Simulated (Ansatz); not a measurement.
**C₂H₃Cl₃Sn: a ladder of functionals and wavefunction methods**

Aim: compute C₂H₃Cl₃Sn with functionals from several rungs and with coupled cluster. The yardstick is the atomisation energy at the CCSD(T) limit.

Method: functionals in def2-TZVPP, the program's frozen cores in correlated methods; program: Ansatz 0.2.0, Gaussian basis.

Plan: LDA (SPW92), PBE-D4, revPBE-D4, BLYP-D4, r2SCAN-D4, B97M-V, PBE0-D4, B3LYP-D4, r2SCANh-D4, r2SCAN0-D4, HSE06-D4, BHLYP-D4, CAM-B3LYP-D4, LC-ωPBE, ωB97X-V, ωB97M-V, B2PLYP, PBE-QIDH; CCSD(T)/def2-SVP; CCSD(T)/def2-TZVPP; MP2/def2-QZVPP; extrapolation to the limit; RPA on PBE.

### 1 The geometry

An earlier PBE0-D4 in a triple-zeta def2 set relaxation fixed the geometry. Sn takes the def2 core potential; no spin-orbit term is included.

SMILES `C=[CH][Sn]([Cl])([Cl])[Cl]`, 9 atoms, charge 0, spin multiplicity 1.

Atoms are counted from 1 here; the program's logs count them from 0.

Bond lengths: C1–C2 1.325 Å, C1–H7 1.086 Å, C1–H8 1.087 Å, C2–Sn3 2.102 Å, C2–H9 1.085 Å, Sn3–Cl4 2.307 Å, Sn3–Cl5 2.310 Å, Sn3–Cl6 2.307 Å. Angles: C2–C1–H7 122.5°, C2–C1–H8 121.0°, H7–C1–H8 116.4°, C1–C2–Sn3 120.5°, C1–C2–H9 122.0°, Sn3–C2–H9 117.5°, C2–Sn3–Cl4 113.2°, C2–Sn3–Cl5 109.2°, C2–Sn3–Cl6 113.2°, Cl4–Sn3–Cl5 107.5°, Cl4–Sn3–Cl6 105.8°, Cl5–Sn3–Cl6 107.5°.

### 2 LDA

This LDA is Slater exchange with PW92 correlation.

The input, in.yaml:

```yaml
crystal:
  periodic: [false, false, false]
  atoms:
    - {symbol: C, position_ang: [0.187787, -1.689751, 0.296106]}
    - {symbol: C, position_ang: [-0.373435, -0.554101, 0.683342]}
    - {symbol: Sn, position_ang: [-0.009468, 1.229300, -0.368187]}
    - {symbol: Cl, position_ang: [-1.922004, 2.171281, -1.250069]}
    - {symbol: Cl, position_ang: [1.426223, 0.797077, -2.125337]}
    - {symbol: Cl, position_ang: [0.958405, 2.870389, 0.932870]}
    - {symbol: H, position_ang: [0.848004, -1.751457, -0.563576]}
    - {symbol: H, position_ang: [0.005108, -2.616595, 0.833506]}
    - {symbol: H, position_ang: [-1.032120, -0.502542, 1.544446]}
basis:
  gaussian: {orbitals: def2-TZVPP}
hamiltonian: {xc: lda}
output: {orbitals: {seedname: orbitals}}
```

Started as:

```console
$ ansatz run in.yaml --threads 4 --pin off --events-out ev --progress --plain --max-ram 11315MiB
```

The runs that follow: PBE-D4 (GGA); revPBE-D4 (GGA); BLYP-D4 (GGA); r2SCAN-D4 (meta-GGA); B97M-V (meta-GGA); PBE0-D4 (hybrid); B3LYP-D4 (hybrid); r2SCANh-D4 (hybrid); r2SCAN0-D4 (hybrid); HSE06-D4 (hybrid); BHLYP-D4 (hybrid); CAM-B3LYP-D4 (range-separated); LC-ωPBE (range-separated); ωB97X-V (range-separated); ωB97M-V (range-separated); B2PLYP (double hybrid); PBE-QIDH (double hybrid); CCSD(T) in def2-SVP; CCSD(T) in def2-TZVPP; MP2 in def2-QZVPP; RPA on PBE orbitals.

Before running them: what should the planned runs give, taken together? Wanted: atomisation energy, CCSD(T)/CBS; farthest beyond LDA; mean size of error, GGA; mean size of error, meta-GGA; mean size of error, hybrid; mean size of error, range-separated; mean size of error, double hybrid; gap, smallest and largest; T1 diagnostic.

The runs gave:

```
                               quantity                                                                         value
        atomisation energy, CCSD(T)/CBS                                                                     32.870 eV
    functionals within 0.329 eV (1.0 %)  r2SCAN-D4, B97M-V, PBE0-D4, r2SCANh-D4, HSE06-D4, ωB97X-V, ωB97M-V, PBE-QIDH
                    farthest beyond LDA                                                          BHLYP-D4 (-1.384 eV)
                mean size of error, GGA                                                                      0.517 eV
           mean size of error, meta-GGA                                                                      0.163 eV
             mean size of error, hybrid                                                                      0.471 eV
    mean size of error, range-separated                                                                      0.325 eV
      mean size of error, double hybrid                                                                      0.544 eV
              gap, smallest and largest                                     4.65 eV (LDA (SPW92)), 11.98 eV (LC-ωPBE)
                          T1 diagnostic                                                                        0.0114
triples share of the correlation energy                                                                         4.1 %
```

What this shows: LDA overbinds by 4.654 eV (14 %). PBE-D4 misses by +0.573 eV. Double hybrids carry the basis error of their MP2 part in triple zeta, and no dispersion term here, so their miss is partly the set-up's. The rungs meta-GGA, range-separated miss on average by less than the doubt on the reference (0.329 eV), so they tie. The reference freezes the cores and leaves out spin-orbit coupling and excitations past (T), and its outer-core shells are covered unevenly, so misses under about 0.329 eV can't be ranked. All levels share the lack of spin-orbit coupling, which lowers the free heavy atoms and so the true binding. Hartree-Fock recovers 72 % of the binding; the rest is correlation. CCSD(T) in def2-SVP is off by -2.398 eV, so the small basis spoils what the method gains. Orbital gaps span 4.6 to 12.0 eV; exact exchange widens them. Correlated methods include outer-core shells of Sn, which these sets cover unevenly.
